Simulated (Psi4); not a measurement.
**SnF4 (SMILES [F][Sn]([F])([F])[F]): r2SCAN/def2-SVP (core potential)**

What is the vertical ionisation energy of SnF4 at r2SCAN/def2-SVP (core potential)? 

The results are computed with Psi4 1.11.

16 further runs of the same task are left out: 12 that didn't finish, 4 set aside as unsound or not needed.

### Step 1. The structure to begin with

SnF4: 5 atoms, total charge 0, spin state singlet. As SMILES, `[F][Sn]([F])([F])[F]`. The shape is that of a PBE0-D4/def2-TZVP optimisation.

Bond lengths: F1–Sn2 1.876 Å, Sn2–F3 1.876 Å, Sn2–F4 1.876 Å, Sn2–F5 1.876 Å. Angles: F1–Sn2–F3 109.5°, F1–Sn2–F4 109.5°, F1–Sn2–F5 109.5°, F3–Sn2–F4 109.5°, F3–Sn2–F5 109.5°, F4–Sn2–F5 109.5°.

### Step 2. A single-point energy at r2SCAN/def2-SVP (core potential)

Contents of job.dat:

```
memory 2.2 GB

molecule {
  0 1
  F      0.130300    -0.871400     1.656700
  Sn     0.009900    -0.014700    -0.008300
  F     -1.285400     1.340000     0.078100
  F     -0.477600    -1.263800    -1.320800
  F      1.672500     0.736200    -0.447200
  symmetry c1
}

set globals {
  basis def2-SVP
  reference rks
  puream true
  e_convergence 1e-09
  d_convergence 1e-08
  scf_type pk
  dft_radial_points 99
  dft_spherical_points 590
}

E, wfn = energy('r2scan', return_wfn=True)
oeprop(wfn, 'MAYER_INDICES', 'LOWDIN_CHARGES', 'DIPOLE')
```

Run with:

```
$ psi4 job.dat job.out -n 1
```

job.out:

```text
[...]
    !!!  WARNING: ECP capability is in beta. Please check occupations closely.  !!!
[...]
  Running in c1 symmetry.
[...]
  Nuclear repulsion =  307.301543135868371
[...]
  Multiplicity = 1
[...]
  Nalpha       = 29
  Nbeta        = 29
[...]
    Number of basis functions: 82
[...]
   @RKS iter   1:  -613.16760961180887   -1.63310e+00   9.18446e-03 DIIS/ADIIS
[...]
   @RKS iter  10:  -613.34899371646929   -1.15961e-11   2.91354e-09 DIIS
[...]
    Orbital Energies [Eh]
    ---------------------
    Doubly Occupied:
       1A    -24.510216     2A    -24.510198     3A    -24.510196
       4A    -24.510193     5A     -5.150930     6A     -3.491965
       7A     -3.491965     8A     -3.491960     9A     -1.161775
      10A     -1.161763    11A     -1.161749    12A     -1.135612
      13A     -1.079740    14A     -1.079735    15A     -1.036779
      16A     -1.036757    17A     -1.036754    18A     -0.539749
      19A     -0.445541    20A     -0.445527    21A     -0.445520
      22A     -0.394711    23A     -0.394702    24A     -0.392260
      25A     -0.392256    26A     -0.392253    27A     -0.384774
      28A     -0.384766    29A     -0.384760
[...]
  @RKS Final Energy:  -613.34899371646929
   => Energetics <=
    Nuclear Repulsion Energy =            307.3015431358683713
    One-Electron Energy =               -1545.8185179699912624
    Two-Electron Energy =                 685.1887843296726714
    DFT Exchange-Correlation Energy =     -60.0208032120189685
    Empirical Dispersion Energy =           0.0000000000000000
    VV10 Nonlocal Energy =                  0.0000000000000000
    Total Energy =                       -613.3489937164692947
[...]
 Multipole Moments:
 ------------------------------------------------------------------------------------
     Multipole            Electronic (a.u.)      Nuclear  (a.u.)        Total (a.u.)
 ------------------------------------------------------------------------------------
 L = 1.  Multiply by 2.5417464519 to convert [e a0] to [Debye]
 Dipole X            :         -0.0014999            0.0012756           -0.0002243
 Dipole Y            :          0.0014607           -0.0012756            0.0001851
 Dipole Z            :         -0.0000010           -0.0000000           -0.0000010
 Magnitude           :                                                    0.0002908
[...]
```

Run time: 20 s. Hardware: 1 thread of Intel Xeon Platinum 8259CL at 2.50GHz (Skylake/Cascade Lake), shared host; peak memory 1.4 GiB.

### Step 3. The doublet cation: energy and forces at U-r2SCAN/def2-SVP (core potential)

Contents of job.py:

```python
import psi4

psi4.set_memory(2200000000)
psi4.set_num_threads(1)
psi4.set_output_file('psi4.out', False)

geom = psi4.geometry("""
1 2
F      0.24623131    -1.64670734     3.13070927
Sn     0.01870829    -0.02777897    -0.01568473
F     -2.42905396     2.53223301     0.14758761
F     -0.90253320    -2.38823588    -2.49595027
F      3.16056694     1.39121637    -0.84508552
units bohr
symmetry c1
no_reorient
no_com
""")

psi4.set_options({
    'basis': 'def2-SVP',
    'reference': 'uks',
    'puream': True,
    'e_convergence': 1e-09,
    'd_convergence': 1e-08,
    'scf_type': 'pk',
    'dft_radial_points': 99,
    'dft_spherical_points': 590,
    'maxiter': 100,
})

E, wfn = psi4.gradient('r2scan', return_wfn=True)
psi4.oeprop(wfn, 'LOWDIN_CHARGES', 'DIPOLE', 'QUADRUPOLE', title='R2SCAN')
print('gradient / Eh bohr^-1')
print(E.np.round(6))
print(f'energy = {wfn.energy():.10f} Eh')
```

Run with:

```
$ python job.py
```

psi4.out:

```text
[...]
    !!!  WARNING: ECP capability is in beta. Please check occupations closely.  !!!
[...]
  Running in c1 symmetry.
[...]
  Nuclear repulsion =  307.301543268567912
[...]
  Multiplicity = 2
[...]
  Nalpha       = 29
  Nbeta        = 28
[...]
    Number of basis functions: 82
[...]
   @UKS iter   1:  -612.62466959790061   -1.09206e+00   8.41145e-03 DIIS/ADIIS
[...]
   @UKS iter  50:  -612.83656541796745   -1.47793e-12   7.77646e-09 DIIS
[...]
   @S^2 Observed:                7.534950537E-01
[...]
    Orbital Energies [Eh]
    ---------------------
    Alpha Occupied:
       1A    -24.808273     2A    -24.808268     3A    -24.808263
       4A    -24.808251     5A     -5.424359     6A     -3.765468
       7A     -3.765464     8A     -3.765290     9A     -1.446504
      10A     -1.446491    11A     -1.446424    12A     -1.424620
      13A     -1.352735    14A     -1.352210    15A     -1.314930
      16A     -1.314923    17A     -1.314900    18A     -0.810011
      19A     -0.724537    20A     -0.724507    21A     -0.718974
      22A     -0.693909    23A     -0.686005    24A     -0.683959
      25A     -0.683950    26A     -0.670039    27A     -0.667429
      28A     -0.662766    29A     -0.662763
    Alpha Virtual:
[...]
  @UKS Final Energy:  -612.83656541796745
   => Energetics <=
    Nuclear Repulsion Energy =            307.3015432685679116
    One-Electron Energy =               -1529.6998940371402114
    Two-Electron Energy =                 669.0904392750289844
    DFT Exchange-Correlation Energy =     -59.5286539244241553
    Empirical Dispersion Energy =           0.0000000000000000
    VV10 Nonlocal Energy =                  0.0000000000000000
    Total Energy =                       -612.8365654179674493
[...]
  -Total Gradient:
     Atom            X                  Y                   Z
    ------   -----------------  -----------------  -----------------
       1       -0.001024376012     0.016267351191    -0.030632446220
       2       -0.000028350531    -0.000022619543    -0.000011720931
       3        0.023208002289    -0.025715006400    -0.002660541707
       4        0.007977725639     0.023569214405     0.024011211413
       5       -0.030162918616    -0.014419099825     0.009423564135
[...]
 Multipole Moments:
 ------------------------------------------------------------------------------------
     Multipole            Electronic (a.u.)      Nuclear  (a.u.)        Total (a.u.)
 ------------------------------------------------------------------------------------
 L = 1.  Multiply by 2.5417464519 to convert [e a0] to [Debye]
 Dipole X            :         -1.0697018            1.0884822            0.0187804
 Dipole Y            :          1.5868139           -1.6145819           -0.0277680
 Dipole Z            :          0.8940446           -0.9097142           -0.0156696
 Magnitude           :                                                    0.0370041
 L = 2.  Multiply by 1.3450342976 to convert [e a0^2] to [Debye ang]
 Quadrupole XX       :       -179.6364422          150.8898430          -28.7465991
 Quadrupole XY       :          0.0575982           -0.0465953            0.0110029
[...]
```

Standard output:

```text
gradient / Eh bohr^-1
[[-1.0240e-03  1.6267e-02 -3.0632e-02]
 [-2.8000e-05 -2.3000e-05 -1.2000e-05]
 [ 2.3208e-02 -2.5715e-02 -2.6610e-03]
 [ 7.9780e-03  2.3569e-02  2.4011e-02]
 [-3.0163e-02 -1.4419e-02  9.4240e-03]]
energy = -612.8365654180 Eh
```

Wall time 2.1 min (1 thread of Intel Xeon Platinum 8259CL at 2.50GHz (Skylake/Cascade Lake), shared host); peak memory 1.4 GiB.

### Step 4. What came out

Level: r2SCAN/def2-SVP (core potential).

```
                                          quantity          value
                        singlet SnF4: total energy  -613.34899 Eh
                       singlet SnF4: dipole moment         0.00 D
                         singlet SnF4: HOMO energy      -10.47 eV
                         singlet SnF4: LUMO energy       -4.20 eV
                       singlet SnF4: HOMO–LUMO gap        6.27 eV
                      doublet cation: total energy  -612.83657 Eh
doublet cation: HOMO energy (highest over α and β)      -17.56 eV
 doublet cation: LUMO energy (lowest over α and β)      -17.41 eV
                              doublet cation: ⟨S²⟩          0.753
          doublet cation: largest force on an atom     1.786 eV/Å
vertical ionisation energy (to the doublet cation)      13.944 eV
```

What this shows: Removing an electron at fixed nuclei costs 13.94 eV (1345 kJ/mol). The negative HOMO energy of the first species, 10.47 eV, lies 3.47 eV below that difference.
